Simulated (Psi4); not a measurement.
# SbHF (SMILES [F][SbH]): a first try and a second

Aim: energy and gradient of SbHF at UMP2/def2-TZVP (core potential).

The results are computed with Psi4 1.11.

3 further runs of the same task are left out: 1 that didn't finish, 2 set aside as unsound or not needed.

## Step 1: Starting point

SbHF has 3 atoms, charge 0, and is taken as a doublet. As SMILES, `[F][SbH]`. The shape is that of a PBE0-D4/def2-TZVP optimisation.

Bond lengths: F1–Sb2 1.920 Å, Sb2–H3 1.720 Å. Angles: F1–Sb2–H3 93.1°.

## Step 2: The input as first written

Contents of fhsb.in:

```
memory 1600 mb

molecule {
  0 2
  F     -0.826200     1.100300    -0.341200
  Sb    -0.323800    -0.751300    -0.255900
  H      1.139000    -0.413700     0.583800
}

set globals {
  basis def2-TZVP
  reference uhf
  scf_type direct
  mp2_type conv
  ints_tolerance 0.01
  maxiter 50
}

E, wfn = gradient('mp2', return_wfn=True)
```

Launch:

```
$ psi4 -n 1 fhsb.in fhsb.out
```

fhsb.out:

```text
[...]
    !!!  WARNING: ECP capability is in beta. Please check occupations closely.  !!!
[...]
  Running in cs symmetry.
[...]
  Nuclear repulsion =   65.913226771354090
[...]
  Multiplicity = 2
[...]
  Nalpha       = 17
  Nbeta        = 16
[...]
    Number of basis functions: 87
[...]
   @DF-UHF iter   1:  -339.26345461989092   -2.26249e+00   8.42612e-03 ADIIS/DIIS
[...]
Warning! Irrep has more beta than alpha electrons in symmetry 1 orbitals.
Warning! Irrep has more beta than alpha electrons in symmetry 1 orbitals.
[...]
   @UHF iter  50:  -862.89572830345151   -1.13687e-12   4.29090e-11 DIIS
[...]
   @S^2 Observed:                1.752402037E+00
[...]
    Orbital Energies [Eh]
    ---------------------
    Alpha Occupied:
       1Ap  -306.601943     2Ap  -142.676255     3Ap   -40.004162
       4Ap   -31.770396     5Ap   -29.856648     1App  -16.475659
       6Ap   -14.408845     7Ap   -14.117899     8Ap   -12.833517
       2App  -11.932673     9Ap   -10.353069    10Ap    -9.538471
      11Ap    -8.396113     3App   -7.838628    12Ap    -7.052542
      13Ap    -6.825991    14Ap    -6.670134
    Alpha Virtual:
       4App   -5.980151    15Ap    -5.398603     5App   -4.815280
      16Ap    -3.480275    17Ap    -3.196182     6App   -2.875317
      18Ap    -2.572722     7App   -2.489286    19Ap    -2.477487
[...]
  @UHF Final Energy:  -862.89572830345151
   => Energetics <=
    Nuclear Repulsion Energy =             65.9132267713540898
    One-Electron Energy =                -511.8512859014446121
    Two-Electron Energy =                -416.9576691733609550
    Total Energy =                       -862.8957283034515058
  UHF NO Occupations:
  HONO-2 :   12 Ap 1.9992615
  HONO-1 :   13 Ap 1.0000000
[...]
 Multipole Moments:
 ------------------------------------------------------------------------------------
     Multipole            Electronic (a.u.)      Nuclear  (a.u.)        Total (a.u.)
 ------------------------------------------------------------------------------------
 L = 1.  Multiply by 2.5417464519 to convert [e a0] to [Debye]
 Dipole X            :         -1.1608236           -1.7042598           -2.8650834
 Dipole Y            :        -10.6897266           16.4774366            5.7877101
 Dipole Z            :          0.0000000            0.0000000            0.0000000
 Magnitude           :                                                    6.4580408
[...]
Warning! Irrep has more beta than alpha electrons in symmetry 1 orbitals.
Warning! Irrep has more beta than alpha electrons in symmetry 1 orbitals.
[...]
	SCS-MP2 Total Energy (a.u.)        :  -901.91893517119991
	SOS-MP2 Total Energy (a.u.)        :  -896.95095846517768
	SCSN-MP2 Total Energy (a.u.)       :  -889.12664531124892
[...]
	SOS-PI-MP2 Total Energy (a.u.)     :  -902.62683015879873
[...]
	MP2 Total Energy (a.u.)            :  -906.17901688962331
[...]
Warning! Irrep has more beta than alpha electrons in symmetry 1 orbitals.
Warning! Irrep has more beta than alpha electrons in symmetry 1 orbitals.
	Presorting MO-basis TPDMs.
[...]
```

It took 13 s on 1 thread of Intel Xeon 6975P-C (Granite Rapids), shared host; peak memory 0.39 GiB.

## Step 3: Reading the log

The program ended normally, but the settings are unsound, so its numbers aren't properties of the molecule.

The fault: the screening of the two-electron integrals is far too loose. Among its listed settings the sound run differs in this, and the input shows the rest: integrals pk in place of direct.

## Step 4: Second attempt

Contents of fhsb.inp:

```
memory 1600 mb

molecule m {
  0 2
  F     -0.826200     1.100300    -0.341200
  Sb    -0.323800    -0.751300    -0.255900
  H      1.139000    -0.413700     0.583800
  units angstrom
}

set basis def2-TZVP
set reference uhf
set scf_type pk
set mp2_type conv

e, wfn = gradient('mp2', return_wfn=True)
```

Launch:

```
$ psi4 -n 1 fhsb.inp fhsb.out
```

fhsb.out:

```text
[...]
    !!!  WARNING: ECP capability is in beta. Please check occupations closely.  !!!
[...]
  Running in cs symmetry.
[...]
  Nuclear repulsion =   65.913226771354090
[...]
  Multiplicity = 2
[...]
  Nalpha       = 17
  Nbeta        = 16
[...]
    Number of basis functions: 87
[...]
   @UHF iter   1:  -339.22694006343517   -2.22498e+00   8.23237e-03 ADIIS/DIIS
[...]
   @UHF iter  23:  -339.33561449657680    1.13687e-13   9.41602e-11 DIIS
[...]
   @S^2 Observed:                7.679770025E-01
[...]
    Orbital Energies [Eh]
    ---------------------
    Alpha Occupied:
       1Ap   -26.245617     2Ap    -6.558935     1App   -4.631511
       3Ap    -4.627980     4Ap    -4.621546     5Ap    -1.674344
       2App   -1.659583     6Ap    -1.656762     3App   -1.652075
       7Ap    -1.651592     8Ap    -1.511876     9Ap    -0.764778
       4App   -0.623691    10Ap    -0.618581    11Ap    -0.579431
      12Ap    -0.418194     5App   -0.333752
    Alpha Virtual:
      13Ap     0.045381    14Ap     0.108716     6App    0.186406
      15Ap     0.192281    16Ap     0.242612     7App    0.276007
      17Ap     0.286543     8App    0.336086    18Ap     0.345048
[...]
  @UHF Final Energy:  -339.33561449657680
   => Energetics <=
    Nuclear Repulsion Energy =             65.9132267713540898
    One-Electron Energy =                -691.3247609654283679
    Two-Electron Energy =                 286.0759196974975112
    Total Energy =                       -339.3356144965767953
  UHF NO Occupations:
  HONO-2 :   11 Ap 1.9992046
  HONO-1 :   12 Ap 1.9920671
[...]
 Multipole Moments:
 ------------------------------------------------------------------------------------
     Multipole            Electronic (a.u.)      Nuclear  (a.u.)        Total (a.u.)
 ------------------------------------------------------------------------------------
 L = 1.  Multiply by 2.5417464519 to convert [e a0] to [Debye]
 Dipole X            :          1.9470195           -1.7042598            0.2427597
 Dipole Y            :        -17.5536918           16.4774366           -1.0762552
 Dipole Z            :          0.0000000            0.0000000            0.0000000
 Magnitude           :                                                    1.1032939
[...]
	SCS-MP2 Total Energy (a.u.)        :  -339.94848545680270
	SOS-MP2 Total Energy (a.u.)        :  -339.88292436392845
	SCSN-MP2 Total Energy (a.u.)       :  -339.68177706695275
[...]
	SOS-PI-MP2 Total Energy (a.u.)     :  -339.97414267515370
[...]
	MP2 Total Energy (a.u.)            :  -339.98838933132589
[...]
```

Run time: 9.9 s. Hardware: 1 thread of Intel Xeon 6975P-C (Granite Rapids), shared host; peak memory 0.4 GiB.

## Step 5: What came out

Level: UMP2/def2-TZVP (core potential).

```
                                                  quantity          value
                                              total energy  -339.98839 Eh
HOMO energy (Hartree–Fock orbitals) (highest over α and β)       -9.08 eV
 LUMO energy (Hartree–Fock orbitals) (lowest over α and β)        0.28 eV
                                        correlation energy     -652.8 mEh
                         ⟨S²⟩ of the reference determinant          0.768
                                  largest force on an atom     0.360 eV/Å
```

In words: The first attempt's energy was -15406.832 eV off this one. The largest force is 0.36 eV/Å: the shape isn't a stationary point for this species at this level.
